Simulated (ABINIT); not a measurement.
Input of an ABINIT 10.8.3 (patched build) run:

File run.abi:

```
# Datasets: one volume each
ndtset 7
scalecart1 3*0.9795861087
scalecart2 3*0.9864848297
scalecart3 3*0.9932883884
scalecart4 3*1.0000000000
scalecart5 3*1.0066227096
scalecart6 3*1.0131594038
scalecart7 3*1.0196128224

# Pseudopotentials
pp_dirpath "./"
pseudos "Bi.GGA_PBE-JTH.xml, Te.GGA_PBE-JTH.xml"

# Structure
acell 10.4763118882 10.4763118882 10.4763118882 Angstrom
rprim
     0.2093293922     0.1208563809     0.9703478452
    -0.2093293922     0.1208563809     0.9703478452
     0.0000000000    -0.2417127619     0.9703478452
ntypat 2
znucl 83 52
natom 5
typat 1 1 2 2 2
xred
     0.6000000000     0.6000000000     0.6000000000
     0.4000000000     0.4000000000     0.4000000000
     0.7905000000     0.7905000000     0.7905000000
     0.2095000000     0.2095000000     0.2095000000
     0.0000000000     0.0000000000     0.0000000000

# Plane-wave basis
ecut 22.0
pawecutdg 44.0
pawxcdev 0

# k points
kptopt 1
ngkpt 7 7 7
nshiftk 1
shiftk 0.0 0.0 0.0

# Exchange and correlation
ixc 11

# Bands and occupations
nband 29
occopt 3
tsmear 0.05 eV

# SCF cycle
nstep 100
tolvrs 1.0e-9

# Output
iomode 3
prtwf 0
prtden 0
prteig 0
prtebands 0
enunit 1
```

Potentials or basis: JTH PAW PBE v2.0.

Command:

```bash
$ mpirun --bind-to none -np 4 abinit run.abi > log 2>&1
```

(1) Estimate the equilibrium volume.

(2) What does it give for the pressure derivative of the bulk modulus?

(3) Estimate the bulk modulus at fixed shape and positions.

Results:

(1) 35.13 Å³/atom.

(2) 4.6.

(3) 47 GPa.

Caveat: pressures at fixed basis lie under the slope of the energies; the cell was scaled at fixed shape and fractional positions, which overstates the stiffness of a crystal with free parameters, most of all of layers and chains.
